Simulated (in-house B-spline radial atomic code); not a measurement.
**Hf²⁸⁺: excited configurations**

How much energy does it take to promote electrons of Hf²⁸⁺ to other shells? Each configuration is solved by itself and compared with the reference.

The numbers are computed with in-house B-spline radial atomic code version 1 (Dirac-Hartree-Fock, average of configuration, Fermi nucleus, basis-set limit), except any that are marked as measured or tabulated.

## (1) The atom as given

```
element       : hafnium (Z = 72)
charge        : +28
electrons     : 44
configuration : [Kr] 4d8
Hamiltonian   : Dirac-Coulomb
nucleus       : Fermi, rms radius 5.347 fm
```

Outer shells as boxes (Hund's rule):

[Kr] 4d8
```
[Kr] core
4d [↑↓][↑↓][↑↓][↑ ][↑ ]
```

The boxes draw the filling by Hund's rule, which heavy ions in jj coupling don't follow; these runs average over all states of the configuration.

Input settings:

```ini
Z = 72
electrons = 44.0
configuration = [Kr] 4d8
hamiltonian = dirac
method = hf
spin_polarised = False
nucleus = fermi
rms_radius = 5.347
mass_number = 180
atomic_mass = 179.946559537
speed_of_light = 137.035999084
```

The reference is known from an earlier run: -14716.501379 hartree in all. Up to eight levels, counted from the top:

| orbital | occupation | energy (eV) | <r> (bohr) |
| --- | --- | --- | --- |
| 3p3/2 | 4 | -3138.35 | 0.2107 |
| 3d3/2 | 4 | -2744.75 | 0.1851 |
| 3d5/2 | 6 | -2688.30 | 0.1893 |
| 4s1/2 | 2 | -1456.04 | 0.4387 |
| 4p1/2 | 2 | -1353.03 | 0.4393 |
| 4p3/2 | 4 | -1280.08 | 0.4619 |
| 4d3/2 | 3.2 | -1113.72 | 0.4590 |
| 4d5/2 | 4.8 | -1098.89 | 0.4660 |

## (2) [Kr] 4d7 8p1

Input settings:

```ini
Z = 72
electrons = 44.0
configuration = [Kr] 4d7 8p1
hamiltonian = dirac
method = hf
spin_polarised = False
nucleus = fermi
rms_radius = 5.347
mass_number = 180
atomic_mass = 179.946559537
speed_of_light = 137.035999084
```

## (3) [Ar] 3d10 4s2 4p5 4d8 6p1

Changes to the settings of step 2:

```diff
@@ -2,3 +2,3 @@
 electrons = 44.0
-configuration = [Kr] 4d7 8p1
+configuration = [Ar] 3d10 4s2 4p5 4d8 6p1
 hamiltonian = dirac
```

## (4) Configuration [Kr] 4d7 5g1

Changes to the settings of step 3:

```diff
@@ -2,3 +2,3 @@
 electrons = 44.0
-configuration = [Ar] 3d10 4s2 4p5 4d8 6p1
+configuration = [Kr] 4d7 5g1
 hamiltonian = dirac
```

## (5) Run with [Ar] 3d10 4s2 4p5 4d8 7f1

Changes to the settings of step 4:

```diff
@@ -2,3 +2,3 @@
 electrons = 44.0
-configuration = [Kr] 4d7 5g1
+configuration = [Ar] 3d10 4s2 4p5 4d8 7f1
 hamiltonian = dirac
```

## (6) [Ar] 3d9 4s2 4p6 4d8 7s1

Changes to the settings of step 5:

```diff
@@ -2,3 +2,3 @@
 electrons = 44.0
-configuration = [Ar] 3d10 4s2 4p5 4d8 7f1
+configuration = [Ar] 3d9 4s2 4p6 4d8 7s1
 hamiltonian = dirac
```

**Question.** How far above the reference does each configuration lie (order and size, in eV)?

The runs gave:

| net move | configuration | energy above the reference (eV) | with Breit, QED, recoil (eV) | largest <r> (bohr) |
| --- | --- | --- | --- | --- |
| 4d → 5g | [Kr] 4d7 5g1 | 629.83 | 629.31 | 0.881 |
| 4p → 6p | [Ar] 3d10 4s2 4p5 4d8 6p1 | 859.19 | 858.03 | 1.33 |
| 4d → 8p | [Kr] 4d7 8p1 | 875.96 | 875.58 | 2.60 |
| 4p → 7f | [Ar] 3d10 4s2 4p5 4d8 7f1 | 1043.26 | 1041.82 | 2.08 |
| 3d → 7s | [Ar] 3d9 4s2 4p6 4d8 7s1 | 2372.46 | 2370.38 | 1.82 |

Quantum defects of the promoted electron, δ = n − ζ/√(−2ε) with ζ = 29 and ε its orbital energy in hartree:

| promotion | δ |
| --- | --- |
| 4d → 5g | 0.085 |
| 4p → 6p | 0.922 |
| 4d → 8p | 0.906 |
| 4p → 7f | 0.362 |
| 3d → 7s | 1.089 |

**Reading.** The lowest of them is 4d → 5g at 629.83 eV and the highest 3d → 7s at 2372.46 eV. Koopmans' estimate of the ionisation threshold is 1098.89 eV; 1 configuration exceeds it by over 2 % and could autoionise. Of those tabulated, the defect is largest for 7s (1.09) and least for 5g (0.08); at this charge much of the defect is relativistic. Two partly filled shells share a symmetry and can mix in the average, which may lower the energy, for: 4p → 6p; 3d → 7s. These are averages over configurations, without correlation, not spectroscopic levels.
